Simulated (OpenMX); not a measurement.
**TiSn in OpenMX: the effect of biaxial strain**

Crystal: TiSn.

```xyz
2
Lattice="0.0000 2.6885 2.8005 2.6885 0.0000 2.8005 2.6885 2.6885 0.0000" Properties=species:S:1:pos:R:3 pbc="T T T"
Ti    0.0000    0.0000    0.0000
Sn    2.6885    2.6885    2.8005
```

The cell was built by a generator and needn't be a form met in nature.

Alike in all runs:

| Property | Result |
| --- | --- |
| Program | OpenMX 3.8.5 |
| Task | single point |
| Functional | PBE |
| Potentials or basis | OpenMX 2013 PBE set, Ti7.0-s3p2d2, Sn7.0-s3p2d2, grid cutoff 500 Ry |
| k mesh | 7 × 7 × 7 |
| Occupations | fermi-dirac, width 0.05 eV |
| Spin | no spin polarisation |

One run gave: pressure -3.9 GPa. Which biaxial strain did it use?
A. 4 %
B. 0 %
C. 2 %
D. -4 %
E. -2 %

A.

| biaxial strain | pressure (GPa) |
| --- | --- |
| -4 % | 7.6 |
| -2 % | 3.6 |
| 0 % | 0.9 |
| 2 % | -1.8 |
| 4 % | -3.9 |

Caveats: the basis of atomic orbitals isn't converged, which shifts pressures, moduli and gaps.
